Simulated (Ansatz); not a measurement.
# BHI radical (SMILES [BH]I): single points off equilibrium

How do the functionals fare away from a minimum? The structure is a structure displaced at random from a GFN2-xTB minimum.

Program: Ansatz 0.2.0, Gaussian basis. Level of theory: single points in def2-TZVPP. These are calculated values, not measurements.

Correlated methods freeze the cores. Filled d shells of the heavier atoms are correlated. Core potentials replace the inner electrons past krypton, and spin-orbit coupling is left out. Orbitals are unrestricted.

### Step 1. Where the work starts

SMILES `[BH]I`, 3 atoms, charge 0, spin multiplicity 2.

Atoms are counted from 1 here; the program's logs count them from 0.

Bond lengths: B1–I2 2.080 Å, B1–H3 1.176 Å. Angles: I2–B1–H3 125.9°.

Coordinates:

```xyz
3
charge 0, multiplicity 2
B    -0.2501    0.4836   -0.1017
I     1.4188   -0.4048    0.7648
H    -1.1448   -0.0832   -0.6128
```

### Step 2. CCSD(T)/def2-TZVPP

run/in.yaml

```yaml
crystal:
  periodic: [false, false, false]
  atoms:
    - {symbol: B, position_ang: [-0.250100, 0.483600, -0.101700]}
    - {symbol: I, position_ang: [1.418800, -0.404800, 0.764800]}
    - {symbol: H, position_ang: [-1.144800, -0.083200, -0.612800]}
basis:
  gaussian: {orbitals: def2-TZVPP}
magnetization: {spin_polarized: true, initial_magnetization: 1}
correlation: {method: ccsd_t}
scf: {omitted_lower_state_checks: [cluster_reference]}
output: {forces: true}
```

No record of the launch command was kept for these runs.

### Step 3. PBE0-D4/def2-TZVPP

Changes to run/in.yaml since step 2:

```diff
@@ -9,4 +9,3 @@
 magnetization: {spin_polarized: true, initial_magnetization: 1}
-correlation: {method: ccsd_t}
-scf: {omitted_lower_state_checks: [cluster_reference]}
-output: {forces: true}
+hamiltonian: {xc: pbe0, dispersion: d4}
+output: {forces: true, orbitals: {seedname: orbitals}}
```

### Step 4. wB97M-V/def2-TZVPP

Changes to run/in.yaml since step 3:

```diff
@@ -9,3 +9,3 @@
 magnetization: {spin_polarized: true, initial_magnetization: 1}
-hamiltonian: {xc: pbe0, dispersion: d4}
-output: {forces: true, orbitals: {seedname: orbitals}}
+hamiltonian: {xc: {name: wB97M-V}}
+output: {forces: true}
```

### Step 5. r2SCAN-D4/def2-TZVPP

Changes to run/in.yaml since step 4:

```diff
@@ -9,3 +9,3 @@
 magnetization: {spin_polarized: true, initial_magnetization: 1}
-hamiltonian: {xc: {name: wB97M-V}}
+hamiltonian: {xc: r2scan, dispersion: d4}
 output: {forces: true}
```

### Step 6. PBE-D4/def2-TZVPP

Changes to run/in.yaml since step 5:

```diff
@@ -9,3 +9,3 @@
 magnetization: {spin_polarized: true, initial_magnetization: 1}
-hamiltonian: {xc: r2scan, dispersion: d4}
+hamiltonian: {xc: pbe, dispersion: d4}
 output: {forces: true}
```

### Step 7. B97M-V/def2-TZVPP

Changes to run/in.yaml since step 6:

```diff
@@ -9,3 +9,3 @@
 magnetization: {spin_polarized: true, initial_magnetization: 1}
-hamiltonian: {xc: pbe, dispersion: d4}
+hamiltonian: {xc: {name: B97M-V}}
 output: {forces: true}
```

### Step 8. BLYP-D4/def2-TZVPP

Changes to run/in.yaml since step 7:

```diff
@@ -9,3 +9,3 @@
 magnetization: {spin_polarized: true, initial_magnetization: 1}
-hamiltonian: {xc: {name: B97M-V}}
+hamiltonian: {xc: {name: BLYP}, dispersion: d4}
 output: {forces: true}
```

(Steps that only read results are left out.)

**Question.** What will these runs give? Wanted: energy less free atoms, CCSD(T)/def2-TZVPP; RMS force component; RMS force error; HOMO and LUMO, PBE0-D4; T1 diagnostic.

As calculated:

| quantity | value |
| --- | --- |
| energy less free atoms, CCSD(T)/def2-TZVPP | -6.662 eV |
| RMS force component | 0.147 to 0.267 eV/Å over the methods |
| RMS force error | PBE0-D4 0.031, wB97M-V 0.055, r2SCAN-D4 0.040, PBE-D4 0.107, B97M-V 0.026, BLYP-D4 0.178 eV/Å |
| HOMO and LUMO, PBE0-D4 | -6.05 and -2.45 eV |
| T1 diagnostic | 0.015 |

Against CCSD(T) the functionals' energies less atoms differ by -0.546 to -0.094 eV, PBE-D4 by -0.546 eV. The reference is not at the basis limit: in triple zeta CCSD(T) underbinds, which counts against methods that bind more; the gaps are no ranking. For forces B97M-V does best and BLYP-D4 worst. Frozen-core CCSD(T) forces in triple zeta carry basis errors of their own, and this is one geometry, so small gaps rank nothing.
